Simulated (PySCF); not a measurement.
# Cr···HBe: magnetic exchange

Wanted: magnetic exchange for Cr···HBe.

Programs: PySCF 2.14.0, with routines of our own; each step states its level. All values are computed. Atoms count from 0.

### 1 The system as given

3 atoms, charge 0, high-spin multiplicity 8; geometry from: GFN2-xTB fragments, placed rigidly.

The system (radical pair): Cr···HBe. The radical centres are 4.46 Å apart; the spin sites are atom 0 (6 unpaired) and atoms 1, 2 (1 unpaired).

### 2 Magnetic exchange: CASSCF and SC-NEVPT2/def2-TZVP (7,7)

Job settings and geometry (Å):

```
{"job": {"kind": "cas", "basis": "def2-TZVP", "active": "magnetic", "zfs": false}, "charge": 0, "high_spin_multiplicity": 8, "spin_sites": [[[0], 6], [[1, 2], 1]]}
Cr     0.309300     0.000000    -3.285900
Be     0.309300     0.000000     1.179100
H     -0.618500    -0.000000     2.106800
```

With the program's defaults for keys left out, this is: CASSCF and SC-NEVPT2/def2-TZVP spin states, gas phase.

On the command line:

```bash
> OMP_NUM_THREADS=1 python exch_run.py task.json out
```

This one command runs all jobs of the session in turn.

The log of the run:

```text
start orbitals: natural orbitals of the high-spin HF determinant (converged)
active space: 7 electrons in 7 orbitals, 11 closed; orbitals optimised for multiplicities 8 6
macro   0  E = -1058.4845459505  dE =  0.000e+00  |g| = 1.852e-02
macro   1  E = -1058.4847213573  dE = -1.754e-04  |g| = 5.867e-03
macro   2  E = -1058.4847469074  dE = -2.555e-05  |g| = 2.462e-03
macro   3  E = -1058.4847490276  dE = -2.120e-06  |g| = 1.567e-03
macro   4  E = -1058.4847498475  dE = -8.199e-07  |g| = 7.512e-04
macro   5  E = -1058.4847500049  dE = -1.574e-07  |g| = 2.913e-04
macro   6  E = -1058.4847500603  dE = -5.539e-08  |g| = 1.094e-04
CASSCF converged, mean energy = -1058.4847500603
2S+1 = 8  root 0  E(CAS) = -1058.48341808  E(NEVPT2) = -1058.85243344  occupations 1.000 1.000 1.000 1.000 1.000 1.000 1.000
2S+1 = 6  root 0  E(CAS) = -1058.48608204  E(NEVPT2) = -1058.85558946  occupations 1.228 1.000 1.000 1.000 1.000 1.000 0.772
```

It took 0.8 s on 1 thread of Arm Neoverse V2, shared host.

In short:

```
                   quantity          value
                 J (CASSCF)       -84 cm⁻¹
                 J (NEVPT2)       -99 cm⁻¹
low less high spin (NEVPT2)  -2.0 kcal/mol
```

Mulliken spin populations of the high-spin state:

```
atom  value (e)
 Cr0       6.00
 Be1       0.98
  H2       0.02
```

The fields below are evaluated on a grid from the run's orbitals.

The spin density lies nearest to Cr0 86 %; Be1 14 %.

### 3 Magnetic exchange: HF/def2-TZVP

Job settings and geometry (Å):

```
{"job": {"kind": "bs", "xc": "HF", "basis": "def2-TZVP", "rks": false}, "charge": 0, "high_spin_multiplicity": 8, "spin_sites": [[[0], 6], [[1, 2], 1]]}
Cr     0.309300     0.000000    -3.285900
Be     0.309300     0.000000     1.179100
H     -0.618500    -0.000000     2.106800
```

Method: HF/def2-TZVP high-spin and broken-symmetry single points, gas phase.

The log of the run:

```text
high-spin state, multiplicity 8
final grid: 29656 points
cycle   1  E = -1058.4241168921  dE = -1.144e+00  |g| = 3.418e-01  |ddm| = 1.445e+00
cycle   2  E = -1058.4647941480  dE = -4.068e-02  |g| = 1.841e-01  |ddm| = 4.025e-01
cycle   3  E = -1058.4786752856  dE = -1.388e-02  |g| = 6.127e-02  |ddm| = 1.270e-01
cycle   4  E = -1058.4832677356  dE = -4.592e-03  |g| = 1.455e-02  |ddm| = 1.463e-01
cycle   5  E = -1058.4839346105  dE = -6.669e-04  |g| = 6.534e-03  |ddm| = 5.804e-02
cycle   6  E = -1058.4840648350  dE = -1.302e-04  |g| = 2.454e-03  |ddm| = 2.391e-02
cycle   7  E = -1058.4840805228  dE = -1.569e-05  |g| = 3.416e-04  |ddm| = 9.139e-03
cycle   8  E = -1058.4840807803  dE = -2.575e-07  |g| = 1.245e-04  |ddm| = 1.571e-03
cycle   9  E = -1058.4840808244  dE = -4.410e-08  |g| = 5.168e-05  |ddm| = 6.807e-04
cycle  10  E = -1058.4840808351  dE = -1.064e-08  |g| = 2.333e-05  |ddm| = 2.833e-04
cycle  11  E = -1058.4840808386  dE = -3.587e-09  |g| = 1.137e-05  |ddm| = 1.353e-04
converged SCF energy = -1058.4840808386

broken-symmetry state, M_S = 2.5, start: spins of the second site flipped
final grid: 29656 points
cycle   1  E = -1058.4855191957  dE = -4.091e-03  |g| = 1.287e-02  |ddm| = 9.154e-02
cycle   2  E = -1058.4860471992  dE = -5.280e-04  |g| = 5.780e-03  |ddm| = 3.481e-02
cycle   3  E = -1058.4861914330  dE = -1.442e-04  |g| = 2.242e-03  |ddm| = 2.607e-02
cycle   4  E = -1058.4862080551  dE = -1.662e-05  |g| = 1.319e-03  |ddm| = 9.664e-03
cycle   5  E = -1058.4862118633  dE = -3.808e-06  |g| = 4.919e-04  |ddm| = 4.912e-03
cycle   6  E = -1058.4862127148  dE = -8.515e-07  |g| = 1.595e-04  |ddm| = 2.376e-03
cycle   7  E = -1058.4862127912  dE = -7.642e-08  |g| = 5.704e-05  |ddm| = 7.453e-04
cycle   8  E = -1058.4862128000  dE = -8.803e-09  |g| = 1.593e-05  |ddm| = 3.184e-04
converged SCF energy = -1058.4862128000

<S^2> high spin = 15.7517, broken symmetry = 9.7144
E(HS) - E(BS) = 467.91 cm-1
J_noodleman = -77.99 cm-1
J_unprojected = -66.84 cm-1
J_yamaguchi = -77.50 cm-1
```

Run time: 0.2 s. Hardware: 1 thread of Arm Neoverse V2, shared host.

In short:

```
                     quantity          value
                J (Yamaguchi)       -78 cm⁻¹
low less high spin, projected  -1.6 kcal/mol
```

### 4 Magnetic exchange: r2SCAN/def2-TZVP

Job settings and geometry (Å):

```
{"job": {"kind": "bs", "xc": "r2SCAN", "grid": 2, "basis": "def2-TZVP", "rks": false}, "charge": 0, "high_spin_multiplicity": 8, "spin_sites": [[[0], 6], [[1, 2], 1]]}
Cr     0.309300     0.000000    -3.285900
Be     0.309300     0.000000     1.179100
H     -0.618500    -0.000000     2.106800
```

Method: r2SCAN/def2-TZVP high-spin and broken-symmetry single points, gas phase.

The log of the run:

```text
high-spin state, multiplicity 8
final grid: 29656 points
cycle   1  E = -1059.6472538449  dE = -6.876e-03  |g| = 1.560e-01  |ddm| = 3.732e-01
cycle   2  E = -1059.6211672207  dE =  2.609e-02  |g| = 3.382e-01  |ddm| = 3.837e-01
cycle   3  E = -1059.6559182399  dE = -3.475e-02  |g| = 1.930e-02  |ddm| = 1.902e-01
cycle   4  E = -1059.6560979210  dE = -1.797e-04  |g| = 3.962e-03  |ddm| = 2.184e-02
cycle   5  E = -1059.6561040240  dE = -6.103e-06  |g| = 1.057e-03  |ddm| = 6.442e-03
cycle   6  E = -1059.6561045113  dE = -4.873e-07  |g| = 1.295e-04  |ddm| = 1.883e-03
cycle   7  E = -1059.6561045388  dE = -2.753e-08  |g| = 5.515e-05  |ddm| = 4.449e-04
cycle   8  E = -1059.6561045426  dE = -3.722e-09  |g| = 7.591e-06  |ddm| = 1.305e-04
converged SCF energy = -1059.6561045426

broken-symmetry state, M_S = 2.5, start: spins of the second site flipped
final grid: 29656 points
cycle   1  E = -1059.6594336268  dE = -5.694e-03  |g| = 1.222e-02  |ddm| = 2.036e-01
cycle   2  E = -1059.6594879849  dE = -5.436e-05  |g| = 1.557e-02  |ddm| = 3.710e-02
cycle   3  E = -1059.6595719783  dE = -8.399e-05  |g| = 6.010e-03  |ddm| = 1.496e-02
cycle   4  E = -1059.6595851461  dE = -1.317e-05  |g| = 1.622e-03  |ddm| = 5.938e-03
cycle   5  E = -1059.6595871137  dE = -1.968e-06  |g| = 3.412e-04  |ddm| = 3.663e-03
cycle   6  E = -1059.6595872330  dE = -1.193e-07  |g| = 5.519e-05  |ddm| = 8.170e-04
cycle   7  E = -1059.6595872387  dE = -5.737e-09  |g| = 1.428e-05  |ddm| = 1.914e-04
converged SCF energy = -1059.6595872387

<S^2> high spin = 15.7516, broken symmetry = 9.6774
E(HS) - E(BS) = 764.36 cm-1
J_noodleman = -127.39 cm-1
J_unprojected = -109.19 cm-1
J_yamaguchi = -125.84 cm-1
```

Run time: 3.6 s. Hardware: 1 thread of Arm Neoverse V2, shared host.

From this job:

```
                     quantity          value
                J (Yamaguchi)      -126 cm⁻¹
low less high spin, projected  -2.5 kcal/mol
```

### 5 Magnetic exchange: r2SCAN/pcseg-2 in tetrahydrofuran

Job settings and geometry (Å):

```
{"job": {"kind": "bs", "xc": "r2SCAN", "grid": 2, "basis": "pcseg-2", "rks": false, "x2c": false, "solvent": "tetrahydrofuran"}, "charge": 0, "high_spin_multiplicity": 8, "spin_sites": [[[0], 6], [[1, 2], 1]]}
Cr     0.309300     0.000000    -3.285900
Be     0.309300     0.000000     1.179100
H     -0.618500    -0.000000     2.106800
```

Level: r2SCAN/pcseg-2 high-spin and broken-symmetry single points, IEF-PCM tetrahydrofuran.

The log of the run:

```text
high-spin state, multiplicity 8
coarse grid: 15008 points
cycle   1  E = -1059.4910584083  dE = -2.835e-01  |g| = 7.284e-01  |ddm| = 1.722e+00
cycle   2  E = -1054.3888885764  dE =  5.102e+00  |g| = 2.304e+00  |ddm| = 4.542e+00
cycle   3  E = -1059.5804253277  dE = -5.192e+00  |g| = 4.687e-01  |ddm| = 4.568e+00
cycle   4  E = -1059.6580325718  dE = -7.761e-02  |g| = 1.990e-01  |ddm| = 6.638e-01
cycle   5  E = -1059.6747041569  dE = -1.667e-02  |g| = 4.462e-02  |ddm| = 1.704e-01
cycle   6  E = -1059.6754636673  dE = -7.595e-04  |g| = 6.137e-03  |ddm| = 4.307e-02
cycle   7  E = -1059.6754828007  dE = -1.913e-05  |g| = 7.506e-04  |ddm| = 9.711e-03
cycle   8  E = -1059.6754835630  dE = -7.624e-07  |g| = 2.987e-04  |ddm| = 1.758e-03
final grid: 29656 points
cycle   9  E = -1059.6764396064  dE =  1.760e-08  |g| = 1.972e-03  |ddm| = 3.530e-03
cycle  10  E = -1059.6764354648  dE =  4.142e-06  |g| = 4.023e-03  |ddm| = 4.056e-03
cycle  11  E = -1059.6764408405  dE = -5.376e-06  |g| = 1.090e-04  |ddm| = 2.932e-03
cycle  12  E = -1059.6764408464  dE = -5.867e-09  |g| = 1.833e-05  |ddm| = 1.098e-04
converged SCF energy = -1059.6764408464

broken-symmetry state, M_S = 2.5, start: spins of the second site flipped
final grid: 29656 points
cycle   1  E = -1059.6800409450  dE = -5.637e-03  |g| = 9.550e-03  |ddm| = 1.995e-01
cycle   2  E = -1059.6801955063  dE = -1.546e-04  |g| = 1.037e-02  |ddm| = 4.014e-02
cycle   3  E = -1059.6802399698  dE = -4.446e-05  |g| = 5.148e-03  |ddm| = 1.324e-02
cycle   4  E = -1059.6802645568  dE = -2.459e-05  |g| = 1.587e-03  |ddm| = 1.326e-02
cycle   5  E = -1059.6802674002  dE = -2.843e-06  |g| = 2.977e-04  |ddm| = 5.603e-03
cycle   6  E = -1059.6802675470  dE = -1.468e-07  |g| = 5.567e-05  |ddm| = 1.455e-03
cycle   7  E = -1059.6802675512  dE = -4.226e-09  |g| = 1.234e-05  |ddm| = 1.731e-04
converged SCF energy = -1059.6802675512

<S^2> high spin = 15.7510, broken symmetry = 9.6651
E(HS) - E(BS) = 839.86 cm-1
J_noodleman = -139.98 cm-1
J_unprojected = -119.98 cm-1
J_yamaguchi = -138.00 cm-1
```

Run time: 4.1 s. Hardware: 1 thread of Arm Neoverse V2, shared host.

Key values:

```
                     quantity          value
                J (Yamaguchi)      -138 cm⁻¹
low less high spin, projected  -2.8 kcal/mol
```

### 6 Magnetic exchange: HF/x2c-TZVPall, X2C

Job settings and geometry (Å):

```
{"job": {"kind": "bs", "xc": "HF", "basis": "x2c-TZVPall", "rks": false, "x2c": true}, "charge": 0, "high_spin_multiplicity": 8, "spin_sites": [[[0], 6], [[1, 2], 1]]}
Cr     0.309300     0.000000    -3.285900
Be     0.309300     0.000000     1.179100
H     -0.618500    -0.000000     2.106800
```

Method: HF/x2c-TZVPall high-spin and broken-symmetry single points, scalar X2C, gas phase.

The log of the run:

```text
high-spin state, multiplicity 8
final grid: 29656 points
cycle   1  E = -1064.7370128172  dE = -1.035e+00  |g| = 3.592e-01  |ddm| = 1.443e+00
cycle   2  E = -1064.7771370856  dE = -4.012e-02  |g| = 2.072e-01  |ddm| = 4.078e-01
cycle   3  E = -1064.7927533554  dE = -1.562e-02  |g| = 5.915e-02  |ddm| = 1.335e-01
cycle   4  E = -1064.7973675644  dE = -4.614e-03  |g| = 1.451e-02  |ddm| = 1.421e-01
cycle   5  E = -1064.7980301002  dE = -6.625e-04  |g| = 6.572e-03  |ddm| = 5.300e-02
cycle   6  E = -1064.7981629413  dE = -1.328e-04  |g| = 2.465e-03  |ddm| = 2.294e-02
cycle   7  E = -1064.7981790428  dE = -1.610e-05  |g| = 3.497e-04  |ddm| = 9.319e-03
cycle   8  E = -1064.7981793216  dE = -2.788e-07  |g| = 1.330e-04  |ddm| = 1.391e-03
cycle   9  E = -1064.7981793821  dE = -6.048e-08  |g| = 6.401e-05  |ddm| = 6.430e-04
cycle  10  E = -1064.7981794024  dE = -2.029e-08  |g| = 3.199e-05  |ddm| = 3.345e-04
cycle  11  E = -1064.7981794104  dE = -8.055e-09  |g| = 1.446e-05  |ddm| = 2.119e-04
converged SCF energy = -1064.7981794104

broken-symmetry state, M_S = 2.5, start: spins of the second site flipped
final grid: 29656 points
cycle   1  E = -1064.7995410584  dE = -4.054e-03  |g| = 1.282e-02  |ddm| = 9.000e-02
cycle   2  E = -1064.8000610001  dE = -5.199e-04  |g| = 5.725e-03  |ddm| = 3.417e-02
cycle   3  E = -1064.8002032599  dE = -1.423e-04  |g| = 2.181e-03  |ddm| = 2.402e-02
cycle   4  E = -1064.8002226364  dE = -1.938e-05  |g| = 9.487e-04  |ddm| = 9.822e-03
cycle   5  E = -1064.8002255925  dE = -2.956e-06  |g| = 5.302e-04  |ddm| = 3.678e-03
cycle   6  E = -1064.8002262733  dE = -6.808e-07  |g| = 1.795e-04  |ddm| = 1.826e-03
cycle   7  E = -1064.8002263894  dE = -1.161e-07  |g| = 7.219e-05  |ddm| = 8.369e-04
cycle   8  E = -1064.8002264059  dE = -1.650e-08  |g| = 2.665e-05  |ddm| = 3.553e-04
cycle   9  E = -1064.8002264095  dE = -3.668e-09  |g| = 1.197e-05  |ddm| = 1.607e-04
converged SCF energy = -1064.8002264095

<S^2> high spin = 15.7517, broken symmetry = 9.7161
E(HS) - E(BS) = 449.26 cm-1
J_noodleman = -74.88 cm-1
J_unprojected = -64.18 cm-1
J_yamaguchi = -74.44 cm-1
```

Wall time 0.7 s (1 thread of Arm Neoverse V2, shared host).

Key values:

```
                     quantity          value
                J (Yamaguchi)       -74 cm⁻¹
low less high spin, projected  -1.5 kcal/mol
```

### 7 Spin gaps side by side

J for H = −2J S1·S2; the gap is low spin less high spin (projected; unprojected where the broken-symmetry state collapsed; or NEVPT2):

```
step                                 level  geometry  J (cm⁻¹)  gap (kcal/mol)   time
   2  CASSCF and SC-NEVPT2/def2-TZVP (7,7)       one       -99            -2.0  0.8 s
   3                          HF/def2-TZVP       one       -78            -1.6  0.2 s
   4                      r2SCAN/def2-TZVP       one      -126            -2.5  3.6 s
   5     r2SCAN/pcseg-2 in tetrahydrofuran       one      -138            -2.8  4.1 s
   6                   HF/x2c-TZVPall, X2C       one       -74            -1.5  0.7 s
```

CASSCF times leave out a start SCF that an earlier step had already made.

### 8 Summary of results

```
                                                                  quantity                                                                       value
                 J (CASSCF) (step 2, CASSCF and SC-NEVPT2/def2-TZVP (7,7))                                                                    -84 cm⁻¹
                 J (NEVPT2) (step 2, CASSCF and SC-NEVPT2/def2-TZVP (7,7))                                                                    -99 cm⁻¹
low less high spin (NEVPT2) (step 2, CASSCF and SC-NEVPT2/def2-TZVP (7,7))                                                               -2.0 kcal/mol
                                                                         J  -138 (r2SCAN/pcseg-2 in tetrahydrofuran) to -74 cm⁻¹ (HF/x2c-TZVPall, X2C)
```

In words: The levels with a meaningful J put the low-spin state lower (antiferromagnetic coupling), from -138 to -74 cm⁻¹.
